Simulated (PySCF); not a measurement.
# CH₅GaO: geometry, NMR shifts, spin-spin couplings, electronic excitations and core binding energies

What NMR shifts, spin-spin couplings, electronic excitations and core binding energies should CH₅GaO (`C[O][GaH2]`) show?

Programs: PySCF 2.14.0, with density-fitted response routines of our own. Each step states its level of theory. These are calculated values for one molecule in the gas phase, unless marked as measured. Atoms count from 0, in the outputs and in this text.

**1. The molecule as given**

8 atoms, charge 0, multiplicity 1; geometry from: GFN2-xTB.

Bonds of the start (Å): C0–O1 1.41, O1–Ga2 1.70, C0–H3 1.09, C0–H4 1.09, C0–H5 1.09, Ga2–H6 1.54, Ga2–H7 1.55.

**2. Optimising the geometry at PBE0-D3(BJ)/def2-SVP**

The job: settings as JSON, then the geometry in Å.

```
{"job": {"xc": "PBE0", "basis": "def2-SVP", "d3": "d3bj", "grid": 1, "kind": "geom"}, "charge": 0, "multiplicity": 1}
C     -1.347340    -0.189096    -0.185617
O      0.053760    -0.117900    -0.002621
Ga     1.693145     0.249357     0.225654
H     -1.803425     0.796699    -0.076617
H     -1.777753    -0.863877     0.557840
H     -1.564726    -0.574912    -1.184113
H      2.576401    -1.008602     0.303819
H      2.178995     1.717744     0.337089
```

Standard output:

```text
step   0  E = -2040.45431765  max force = 0.056961
step   1  E = -2040.46003337  max force = 0.020821
step   2  E = -2040.46165461  max force = 0.009654
step   3  E = -2040.46425599  max force = 0.021419
step   4  E = -2040.46588532  max force = 0.028287
step   5  E = -2040.46713717  max force = 0.012888
step   6  E = -2040.46744264  max force = 0.001032
step   7  E = -2040.46746497  max force = 0.000505
step   8  E = -2040.46746810  max force = 0.000195
optimisation converged
```

Run time: 18 s. Hardware: 1 thread, shared host.

Relaxation path:

```csv
step,energy from step 0 (eV),largest force component (eV/Å)
0,0.0000,2.9291
1,-0.1555,1.0707
2,-0.1996,0.4964
3,-0.2704,1.1014
4,-0.3148,1.4546
5,-0.3488,0.6627
6,-0.3571,0.0531
7,-0.3578,0.0260
8,-0.3578,0.0100
```

Close pairs (by a distance rule), those that changed most:

```csv
bond,before (Å),after (Å),change (Å)
O1–Ga2,1.695,1.784,+0.088
C0–O1,1.415,1.394,-0.021
Ga2–H6,1.539,1.557,+0.018
C0–H3,1.092,1.108,+0.017
Ga2–H7,1.551,1.567,+0.016
C0–H5,1.092,1.106,+0.013
C0–H4,1.092,1.105,+0.013
```

The next job starts from the end point, and lists it.

```csv
at the end point,value
point group (found at 0.08 Å tolerance),C1
"rotational constants (GHz, main isotopes)","39.516, 3.945, 3.670"
dipole moment (D),1.12
```

**3. NMR shieldings: PBE0/pcSseg-1**

The job: settings as JSON, then the geometry in Å.

```
{"job": {"kind": "nmr", "xc": "PBE0", "basis": "pcSseg-1"}, "charge": 0, "multiplicity": 1}
C     -1.212602    -0.132637    -0.166545
O      0.027356    -0.753687    -0.028292
Ga     1.593290     0.067622     0.205448
H     -1.179238     0.964140    -0.009765
H     -1.932725    -0.548834     0.560889
H     -1.629211    -0.308807    -1.175361
H      2.798339    -0.911411     0.318414
H      1.543019     1.632552     0.270713
```

Level: GIAO PBE0/pcSseg-1 NMR shielding, non-relativistic, gas phase.

Standard output:

```text
coarse grid: 30136 points
cycle   1  E = -2040.4264722263  dE = -4.130e-01  |g| = 1.177e+00  |ddm| = 2.492e+00
cycle   2  E = -2039.7235198061  dE =  7.030e-01  |g| = 2.175e+00  |ddm| = 2.023e+00
cycle   3  E = -2040.5498019589  dE = -8.263e-01  |g| = 4.371e-01  |ddm| = 1.743e+00
cycle   4  E = -2040.5830774334  dE = -3.328e-02  |g| = 9.981e-02  |ddm| = 3.012e-01
cycle   5  E = -2040.5840537039  dE = -9.763e-04  |g| = 1.941e-02  |ddm| = 7.444e-02
cycle   6  E = -2040.5841150612  dE = -6.136e-05  |g| = 6.897e-03  |ddm| = 1.706e-02
cycle   7  E = -2040.5841252202  dE = -1.016e-05  |g| = 1.201e-03  |ddm| = 4.604e-03
cycle   8  E = -2040.5841255488  dE = -3.286e-07  |g| = 1.619e-04  |ddm| = 1.104e-03
final grid: 62568 points
cycle   9  E = -2040.5841720214  dE = -1.131e-08  |g| = 2.059e-04  |ddm| = 5.130e-04
cycle  10  E = -2040.5841720077  dE =  1.366e-08  |g| = 3.466e-04  |ddm| = 3.752e-04
cycle  11  E = -2040.5841720300  dE = -2.225e-08  |g| = 3.878e-05  |ddm| = 2.379e-04
cycle  12  E = -2040.5841720302  dE = -2.851e-10  |g| = 6.568e-06  |ddm| = 2.371e-05
converged SCF energy = -2040.5841720302

GIAO shielding tensors (ppm)
atom      isotropic    diamagn.    paramagn.     s11        s22        s33       span
  0 C      124.495     242.400    -117.905     95.543     97.118    180.825     85.282
  1 O      200.905     399.287    -198.382    -31.339    258.584    375.469    406.808
  2 Ga    1326.785    2639.577   -1312.792   1230.667   1261.268   1488.420    257.753
  3 H       27.186      29.365      -2.179     23.662     25.333     32.564      8.902
  4 H       27.121      28.062      -0.941     23.208     24.728     33.428     10.220
  5 H       27.146      28.185      -1.039     23.198     24.706     33.534     10.336
  6 H       26.086      27.734      -1.648     20.593     20.731     36.935     16.342
  7 H       25.819      27.916      -2.097     20.204     21.290     35.964     15.760
```

It took 5.3 s on 1 thread, shared host.

The references, computed at this level on geometries of the same kind, shield at (ppm): ¹H TMS 31.27, ¹³C TMS 184.4, ¹⁷O H2O 334.6, ⁷¹Ga GaH4- 1710. Their shielding less the atom's gives the shift. The references are single molecules in the gas phase, so shifts against H2O, NH3, PH3, H3PO4 or CFCl3 are not on the usual liquid scales and can be off by tens of ppm. Shifts against hydride references such as AlH4− lie on their own scale. Atoms listed in one row are averaged.

```csv
atoms,environment,σ (ppm),δ (ppm)
C0,methyl carbon bonded to O,124.5,59.9
"H6, H7",hydrogen on a Ga bonded to O,25.95,5.31
"H3, H4, H5",hydrogen on a methyl carbon bonded to O,27.15,4.12
O1,"oxygen bonded to C, Ga",200.9,133.7
Ga2,"Ga bonded to O, 2 H",1327,383
```

Charges from the same density, by scheme (e):

```csv
atoms,Mulliken,IAO,Hirshfeld,ESP fit
C0,-0.01,-0.18,-0.05,0.18
O1,-0.71,-0.59,-0.29,-0.56
Ga2,0.65,0.68,0.48,0.83
```

Mayer bond orders: C0–O1 0.93, O1–Ga2 0.89.

**4. J couplings: B3LYP/pcSseg-1+pcJ-1**

Settings changed since step 3:

```diff
@@ -1,2 +1,2 @@
-{"job": {"kind": "nmr", "xc": "PBE0", "basis": "pcSseg-1"}, "charge": 0, "multiplicity": 1}
+{"job": {"kind": "j", "xc": "B3LYP", "basis": "pcJ-1"}, "charge": 0, "multiplicity": 1}
 C     -1.212602    -0.132637    -0.166545
```

With the program's defaults for keys left out, this is: B3LYP/pcJ-1 Ga:pcSseg-1 indirect spin-spin coupling, non-relativistic, gas phase.

Standard output:

```text
coarse grid: 30136 points
cycle   1  E = -2040.8669024689  dE = -3.984e-01  |g| = 1.283e+00  |ddm| = 2.333e+00
cycle   2  E = -2039.7012037827  dE =  1.166e+00  |g| = 2.636e+00  |ddm| = 2.466e+00
cycle   3  E = -2040.9930684007  dE = -1.292e+00  |g| = 5.792e-01  |ddm| = 2.230e+00
cycle   4  E = -2041.0509106176  dE = -5.784e-02  |g| = 1.239e-01  |ddm| = 3.837e-01
cycle   5  E = -2041.0524739140  dE = -1.563e-03  |g| = 2.985e-02  |ddm| = 1.071e-01
cycle   6  E = -2041.0526359093  dE = -1.620e-04  |g| = 1.137e-02  |ddm| = 2.753e-02
cycle   7  E = -2041.0526617493  dE = -2.584e-05  |g| = 2.132e-03  |ddm| = 6.712e-03
cycle   8  E = -2041.0526627535  dE = -1.004e-06  |g| = 1.886e-04  |ddm| = 1.883e-03
final grid: 62568 points
cycle   9  E = -2041.0526955531  dE = -2.252e-08  |g| = 1.609e-04  |ddm| = 5.421e-04
cycle  10  E = -2041.0526955512  dE =  1.899e-09  |g| = 1.857e-04  |ddm| = 2.478e-04
cycle  11  E = -2041.0526955595  dE = -8.318e-09  |g| = 2.922e-05  |ddm| = 1.397e-04
cycle  12  E = -2041.0526955597  dE = -1.373e-10  |g| = 1.353e-05  |ddm| = 2.622e-05
converged SCF energy = -2041.0526955597

Indirect spin-spin couplings (Hz)
  i      j    bonds     total        FC       PSO       DSO        SD
  0 C    1 O    1     20.592    22.216    -0.158    -0.145    -1.321
  0 C    3 H    1    139.077   137.671     0.420     0.860     0.125
  0 C    4 H    1    148.058   146.781     0.353     0.780     0.144
  0 C    5 H    1    147.082   145.790     0.365     0.787     0.141
  0 C    6 H    3      6.099     6.574     0.323    -0.832     0.034
  0 C    7 H    3      1.463     1.564     0.035    -0.108    -0.028
  1 O    3 H    2     -2.123    -1.533    -0.678     0.053     0.035
  1 O    4 H    2     -8.731    -8.093    -0.757     0.031     0.088
  1 O    5 H    2     -7.313    -6.670    -0.768     0.035     0.090
  1 O    6 H    2    -23.087   -23.955     0.422     0.426     0.021
  1 O    7 H    2     -1.101    -2.250     0.614     0.494     0.040
  3 H    4 H    2    -10.733   -11.414     2.445    -2.088     0.325
  3 H    5 H    2    -10.666   -11.368     2.438    -2.063     0.327
  3 H    6 H    4     -2.072     0.180     1.084    -3.348     0.012
  3 H    7 H    4      0.794     0.017    -0.944     1.720     0.002
  4 H    5 H    2    -11.910   -12.515     2.514    -2.261     0.352
  4 H    6 H    4     -0.496     0.616     1.065    -2.178     0.002
  4 H    7 H    4     -0.492    -0.130     0.904    -1.259    -0.007
  5 H    6 H    4     -1.190     0.002     1.048    -2.242     0.002
  5 H    7 H    4     -0.523    -0.224     0.741    -1.035    -0.005
  6 H    7 H    2     86.104    91.465     1.586    -6.984     0.036
```

It took 15 s on 1 thread, shared host.

A choice of the couplings up to four bonds, sorted by the number of bonds, with means over like pairs; isotopes 13C, 1H, 17O:

```csv
pair,bonds,J (Hz),Fermi contact (Hz)
C0–H3,1,144.7,143.4
C0–O1,1,20.6,22.2
H6–H7,2,86.1,91.5
O1–H6,2,-12.1,-13.1
H3–H4,2,-11.1,-11.8
O1–H3,2,-6.1,-5.4
C0–H6,3,3.8,4.1
```

The response was solved for the nuclei of C, H, O alone, so couplings that need other nuclei can be missing.

Quadrupole couplings from the field gradients of the same density:

```csv
atom,isotope,eQq/h (MHz),η
Ga2,69Ga,133.5,0.42
O1,17O,-9.722,0.05
```

Joined with the shifts from before (PBE0/pcSseg-1, unscaled), the couplings predict the line list below for 600 MHz. Couplings to quadrupolar nuclei are left out.

¹H NMR δ 5.31 (br, 2H), 4.12 (s, 3H).

**5. Ultraviolet spectrum: B3LYP/def2-SVPD**

Settings changed since step 4:

```diff
@@ -1,2 +1,2 @@
-{"job": {"kind": "j", "xc": "B3LYP", "basis": "pcJ-1"}, "charge": 0, "multiplicity": 1}
+{"job": {"kind": "uv", "xc": "B3LYP", "basis": "def2-SVPD", "ip": true}, "charge": 0, "multiplicity": 1}
 C     -1.212602    -0.132637    -0.166545
```

Level: TDDFT B3LYP/def2-SVPD, vertical, gas phase, core orbitals frozen in the response.

Standard output:

```text
coarse grid: 30136 points
cycle   1  E = -2040.7791348319  dE = -3.660e-01  |g| = 8.941e-01  |ddm| = 3.424e+00
cycle   2  E = -2039.8096664836  dE =  9.695e-01  |g| = 2.249e+00  |ddm| = 4.011e+00
cycle   3  E = -2040.9021205262  dE = -1.092e+00  |g| = 2.855e-01  |ddm| = 3.158e+00
cycle   4  E = -2040.9150415750  dE = -1.292e-02  |g| = 1.159e-01  |ddm| = 3.541e-01
cycle   5  E = -2040.9165986726  dE = -1.557e-03  |g| = 1.421e-02  |ddm| = 1.185e-01
cycle   6  E = -2040.9166467508  dE = -4.808e-05  |g| = 5.380e-03  |ddm| = 2.404e-02
cycle   7  E = -2040.9166527769  dE = -6.026e-06  |g| = 1.138e-03  |ddm| = 6.344e-03
final grid: 62568 points
cycle   8  E = -2040.9166937382  dE =  3.489e-07  |g| = 1.750e-03  |ddm| = 3.645e-03
cycle   9  E = -2040.9166922748  dE =  1.463e-06  |g| = 3.148e-03  |ddm| = 4.935e-03
cycle  10  E = -2040.9166944180  dE = -2.143e-06  |g| = 4.673e-04  |ddm| = 3.378e-03
cycle  11  E = -2040.9166944602  dE = -4.222e-08  |g| = 1.338e-05  |ddm| = 4.720e-04
cycle  12  E = -2040.9166944603  dE = -4.093e-11  |g| = 1.160e-06  |ddm| = 1.932e-05
converged SCF energy = -2040.9166944603

Static polarisability (au): isotropic 48.501, principal 38.316 47.633 59.553

Singlet excitations
state   eV       nm        f      main configurations
  1   5.1171    242.3   0.00147   H-1->L 1.00
  2   5.4690    226.7   0.07053   H->L 0.96
  3   6.0438    205.1   0.00077   H-2->L 1.00
  4   6.6940    185.2   0.01124   H->L+1 0.93
  5   6.9956    177.2   0.05314   H-1->L+1 0.72, H-1->L+2 0.23
  6   7.0545    175.8   0.00069   H->L+2 0.91
  7   7.3180    169.4   0.09056   H-1->L+2 0.74, H-1->L+1 0.22
  8   7.5870    163.4   0.00172   H->L+3 0.96
  9   7.7237    160.5   0.00321   H-1->L+3 0.87, H-2->L+1 0.10
 10   7.9754    155.5   0.03956   H->L+4 0.97

Triplet excitations (Tamm-Dancoff, eV): 4.6398 4.8929 5.6268 6.3280
Vertical ionisation energy (delta-SCF) = 10.2250 eV
Vertical electron affinity (delta-SCF) = -0.4042 eV
```

Run time: 36 s. Hardware: 1 thread, shared host.

Frontier orbitals and where they lie:

```csv
orbital,eV,atoms
HOMO−3,-10.82,"Ga2 32 %, O1 20 %, H7 19 %"
HOMO−2,-8.74,"Ga2 35 %, H6 30 %, H7 18 %"
HOMO−1,-7.83,"O1 55 %, C0 12 %, Ga2 11 %"
HOMO,-7.68,"O1 62 %, C0 17 %, H5 8 %"
LUMO,-1.54,"Ga2 62 %, O1 16 %, H7 11 %"
LUMO+1,0.13,"Ga2 43 %, H7 18 %, H6 16 %"
LUMO+2,0.26,"Ga2 60 %, C0 9 %, H7 8 %"
```

With each of the 10 states as a Gaussian band of 0.4 eV half-width at 1/e, the curve within the window shown has maxima at 227 nm (ε 2,900), 172 nm (ε 5,200) L/(mol cm). Beyond the last state computed it falls off for lack of states. The curve at chosen wavelengths:

nm, ε (L/mol/cm) and a bar:
```
      150        948 #####
      155       1883 ###########
      160       2532 ###############
      165       3831 ######################
      170       5104 ##############################
      175       4930 #############################
      180       3601 #####################
      185       2114 ############
      190       1038 ######
      195        458 ###
      200        270 #
      205        413 ##
      210        892 #####
      214       1477 #########
      219       2263 #############
      224       2795 ################
      229       2847 #################
      234       2450 ##############
      239       1823 ###########
      244       1196 #######
      249        705 ####
      254        381 ##
      259        191 #
      264         91 
      269         41 
      274         18
```

Further results of this job:

```csv
property,computed
dipole moment (D),1.13
polarisability (Å³),7.19
HOMO–LUMO gap (eV),6.13
−ε(HOMO) (eV),7.68
```

**6. NMR shieldings: PBE0/pcSseg-2**

Settings changed since step 5:

```diff
@@ -1,2 +1,2 @@
-{"job": {"kind": "uv", "xc": "B3LYP", "basis": "def2-SVPD", "ip": true}, "charge": 0, "multiplicity": 1}
+{"job": {"kind": "nmr", "xc": "PBE0", "basis": "pcSseg-2", "pop": false}, "charge": 0, "multiplicity": 1}
 C     -1.212602    -0.132637    -0.166545
```

With the program's defaults for keys left out, this is: GIAO PBE0/pcSseg-2 NMR shielding, non-relativistic, gas phase.

Standard output:

```text
coarse grid: 30136 points
cycle   1  E = -2040.7237051123  dE = -4.251e-01  |g| = 1.310e+00  |ddm| = 1.848e+00
cycle   2  E = -2039.9426142796  dE =  7.811e-01  |g| = 2.446e+00  |ddm| = 1.581e+00
cycle   3  E = -2040.8501675644  dE = -9.076e-01  |g| = 4.534e-01  |ddm| = 1.392e+00
cycle   4  E = -2040.8858262371  dE = -3.566e-02  |g| = 1.383e-01  |ddm| = 2.510e-01
cycle   5  E = -2040.8874634154  dE = -1.637e-03  |g| = 2.357e-02  |ddm| = 5.720e-02
cycle   6  E = -2040.8875331564  dE = -6.974e-05  |g| = 7.760e-03  |ddm| = 1.432e-02
cycle   7  E = -2040.8875454123  dE = -1.226e-05  |g| = 1.581e-03  |ddm| = 4.515e-03
cycle   8  E = -2040.8875459890  dE = -5.767e-07  |g| = 2.129e-04  |ddm| = 1.103e-03
final grid: 62568 points
cycle   9  E = -2040.8875574009  dE = -5.197e-08  |g| = 2.708e-04  |ddm| = 1.010e-03
cycle  10  E = -2040.8875573756  dE =  2.525e-08  |g| = 4.716e-04  |ddm| = 3.776e-04
cycle  11  E = -2040.8875574151  dE = -3.947e-08  |g| = 4.741e-05  |ddm| = 2.342e-04
cycle  12  E = -2040.8875574155  dE = -4.370e-10  |g| = 1.108e-05  |ddm| = 2.603e-05
converged SCF energy = -2040.8875574155

GIAO shielding tensors (ppm)
atom      isotropic    diamagn.    paramagn.     s11        s22        s33       span
  0 C      123.004     237.978    -114.975     93.513     94.155    181.343     87.830
  1 O      203.148     386.898    -183.750    -16.087    256.950    368.581    384.667
  2 Ga    1337.217    2639.314   -1302.097   1244.066   1265.227   1502.359    258.293
  3 H       27.150      29.387      -2.237     23.578     25.296     32.578      9.000
  4 H       27.178      28.112      -0.934     23.425     24.875     33.234      9.809
  5 H       27.208      28.202      -0.994     23.434     24.836     33.353      9.919
  6 H       25.893      27.718      -1.826     20.440     20.492     36.747     16.307
  7 H       25.657      27.974      -2.317     20.160     21.017     35.794     15.634
```

Wall time 13 s (1 thread, shared host).

This run: δ C0 61.1, O1 125.0, Ga2 380, H6 5.47, H3 4.07 ppm (means over like atoms).

**7. Core holes by ΔSCF: SCAN, X2C**

Settings changed since step 6:

```diff
@@ -1,2 +1,2 @@
-{"job": {"kind": "nmr", "xc": "PBE0", "basis": "pcSseg-2", "pop": false}, "charge": 0, "multiplicity": 1}
+{"job": {"kind": "xps"}, "charge": 0, "multiplicity": 1}
 C     -1.212602    -0.132637    -0.166545
```

Level: delta-SCF UKS SCAN, pcX-2 on the ionised atom, pcseg-1 elsewhere, spin-free X2C.

Standard output:

```text
ground state, core basis on atom 0 (C), 111 functions
  cycle   1  E = -2055.93850043  |g| = 7.00e-01
  cycle   2  E = -2054.71160200  |g| = 2.28e+00
  cycle   3  E = -2056.03765517  |g| = 1.27e-01
  cycle   4  E = -2056.04224114  |g| = 5.72e-02
  cycle   5  E = -2056.04287158  |g| = 2.25e-02
  cycle   6  E = -2056.04300636  |g| = 4.12e-03
  cycle   7  E = -2056.04301086  |g| = 1.23e-03
  cycle   8  E = -2056.04300894  |g| = 1.27e-04
  E(ground) = -2056.30356904 Eh
hole in C 1s of atom 0
  cycle   1  E = -2044.75983280  |g| = 1.50e+00
  cycle   2  E = -2043.48058401  |g| = 2.12e+00
  cycle   3  E = -2045.21451179  |g| = 4.47e-01
  cycle   4  E = -2045.25014220  |g| = 3.96e-01
  cycle   5  E = -2045.30807593  |g| = 8.22e-02
  cycle   6  E = -2045.31062712  |g| = 1.41e-02
  cycle   7  E = -2045.31074286  |g| = 4.92e-03
  cycle   8  E = -2045.31076470  |g| = 2.01e-03
  cycle   9  E = -2045.31076852  |g| = 8.67e-04
  cycle  10  E = -2045.31076970  |g| = 1.49e-04
  E(ion) = -2045.57060400 Eh   <S^2> = 0.7717   hole on atom = 1.000   binding energy = 292.059 eV
ground state, core basis on atom 1 (O), 111 functions
  cycle   1  E = -2056.07249417  |g| = 1.08e-01
  cycle   2  E = -2056.06894131  |g| = 1.48e-01
  cycle   3  E = -2056.07244681  |g| = 6.34e-02
  cycle   4  E = -2056.07318116  |g| = 6.61e-03
  cycle   5  E = -2056.07319310  |g| = 1.23e-03
  cycle   6  E = -2056.07319314  |g| = 2.27e-04
  E(ground) = -2056.33156444 Eh
hole in O 1s of atom 1
  cycle   1  E = -2035.48479794  |g| = 2.23e+00
  cycle   2  E = -2034.99298081  |g| = 2.25e+00
  cycle   3  E = -2036.28380728  |g| = 3.89e-01
  cycle   4  E = -2036.32448493  |g| = 7.49e-02
  cycle   5  E = -2036.32639600  |g| = 2.66e-02
  cycle   6  E = -2036.32670916  |g| = 7.18e-03
  cycle   7  E = -2036.32673404  |g| = 1.59e-03
  cycle   8  E = -2036.32673584  |g| = 6.20e-04
  cycle   9  E = -2036.32673737  |g| = 1.20e-04
  E(ion) = -2036.58574305 Eh   <S^2> = 0.7631   hole on atom = 1.000   binding energy = 537.311 eV
```

It took 7.4 s on 1 thread, shared host.

The holes in one table. −ε is the ground-state orbital energy:

```csv
hole,stands for,environment,ΔSCF (eV),−ε (eV),⟨S²⟩
C1s on C0,C0,methyl carbon bonded to O,292.06,274.7,0.772
O1s on O1,O1,"oxygen bonded to C, Ga",537.31,516.2,0.763
```

**8. Side by side: NMR shifts**

Shifts (ppm), means over like atoms, with basis size and wall time:

```csv
run,C0,H6,H3,O1,Ga2,functions,time
PBE0/pcSseg-1,59.9,5.31,4.12,133.7,383,100,5.3 s
PBE0/pcSseg-2,61.1,5.47,4.07,125.0,380,205,13 s
```

**9. Outcome**

| quantity | value |
| --- | --- |
| point group | C1 |
| rotational constants (main isotopes) | 39.52, 3.94, 3.67 GHz |
| ¹³C shifts against TMS (PBE0/pcSseg-1) | 59.9 ppm |
| ¹H shifts against TMS (PBE0/pcSseg-1, means over atoms taken as alike) | 5.31, 4.12 ppm |
| ¹⁷O shifts against H2O (PBE0/pcSseg-1) | 133.7 ppm |
| ⁷¹Ga shifts against GaH4- (PBE0/pcSseg-1) | 383 ppm |
| largest coupling of the table (B3LYP/pcSseg-1+pcJ-1) | ¹J(C,H) C0–H3, 144.7 Hz |
| lowest singlet (B3LYP/def2-SVPD) | 5.12 eV (242 nm), f = 0.001 |
| brightest single state of those computed | state 7, 7.32 eV, f = 0.091 |
| lowest triplet | 4.64 eV |
| vertical ionisation energy (ΔSCF) | 10.22 eV |
| vertical electron affinity (ΔSCF) | -0.40 eV (unbound: the value hangs on the basis) |
| C1s binding energies, SCAN/pcX-2 | C0 292.06 eV |
| O1s binding energies, SCAN/pcX-2 | O1 537.31 eV |
| range of the shift of O1 | 125.0 to 133.7 ppm |

In words: The optimisation took 8 steps and gained 0.358 eV; among the close pairs (by a distance rule), O1–Ga2 changed most, from 1.695 to 1.784 Å. No frequency check was run at this level, so the end point may be a saddle. At PBE0/pcSseg-1: The largest span, 407 ppm, is at O1, where the paramagnetic term is -198 ppm. Of the pairs tabulated at B3LYP/pcSseg-1+pcJ-1, C0–H3 (mean over like pairs) couples most strongly (144.7 Hz; Fermi contact 143.4 Hz). The first singlet state (HOMO−1→LUMO 1.00) lies at 5.12 eV and is weak; of the 10 states computed, the strongest absorption comes from state 7 at 7.32 eV (the last state computed is bright too, and its partners may lie past the list). The lowest triplet lies 0.48 eV below the lowest singlet (triplets in Tamm-Dancoff, singlets in full TDDFT). ΔSCF puts the ionisation energy at 10.22 eV, 2.55 eV above −ε(HOMO). In ppm, O1 moves most: its shift spreads over 8.7 ppm, from 125.0 (PBE0/pcSseg-2) to 133.7 (PBE0/pcSseg-1). Most of that comes from the computed reference, not from the atom's own shielding. Spin-orbit coupling is left out, which matters for shieldings and couplings at and beside the heavy atoms.
